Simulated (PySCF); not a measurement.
# C15H12O: the cost of one run

Programs: PySCF 2.14.0, with density-fitted response routines of our own. Each step states its level of theory. These are calculated values for one molecule, in the gas phase or a continuum, unless marked as measured. Atoms count from 0, in the outputs and in this text.

## Step 1: Starting geometry

28 atoms, charge 0, multiplicity 1; geometry from: GFN2-xTB.

Bonds of the start (Å): C0–O1 1.41, O1–C2 1.36, C2–C3 1.40, C3–C4 1.37, C4–C5 1.40, C5–C6 1.41, C6–C7 1.21, C7–C8 1.41, C8–C9 1.40, C9–C10 1.38, C10–C11 1.39, C11–C12 1.39, C12–C13 1.38, C5–C14 1.39, C14–C15 1.38, C15–C2 1.39, C13–C8 1.40, C0–H16 1.09, C0–H17 1.09, C0–H18 1.10, C3–H19 1.08, C4–H20 1.08, C9–H21 1.08, C10–H22 1.08, C11–H23 1.08, C12–H24 1.08, C13–H25 1.08, C14–H26 1.08, C15–H27 1.08.

## Step 2: Relaxing the molecule at PBE0-D3(BJ)/def2-SVP

The job: settings as JSON, then the geometry in Å.

```
{"job": {"xc": "PBE0", "basis": "def2-SVP", "d3": "d3bj", "grid": 2, "kind": "geom"}, "charge": 0, "multiplicity": 1}
C     -6.074710    -0.087680    -0.016690
O     -5.121490     0.614810    -0.775090
C     -3.799000     0.408750    -0.523970
C     -2.912210     1.138730    -1.320570
C     -1.553410     1.010690    -1.155430
C     -1.038550     0.145790    -0.184220
C      0.354290     0.012520    -0.011260
C      1.548300    -0.099710     0.135130
C      2.942050    -0.231890     0.309840
C      3.450750    -1.101010     1.277570
C      4.815760    -1.225300     1.446220
C      5.687350    -0.490650     0.657410
C      5.188030     0.373300    -0.304760
C      3.824880     0.505530    -0.482200
C     -1.925650    -0.580510     0.608310
C     -3.292080    -0.453450     0.443630
H     -7.044610     0.234370    -0.393140
H     -6.002640     0.149780     1.042810
H     -5.977770    -1.176330    -0.155060
H     -3.324380     1.801460    -2.065190
H     -0.874400     1.577860    -1.774630
H      2.766010    -1.670680     1.889400
H      5.204450    -1.898580     2.196730
H      6.754320    -0.590550     0.792920
H      5.866840     0.946620    -0.919660
H      3.430000     1.177430    -1.230640
H     -1.535440    -1.250450     1.360620
H     -3.951030    -1.030340     1.073810
```

Q: Estimate the wall time of this first job on 8 threads of Arm Neoverse N1, shared host.

About 11 min.
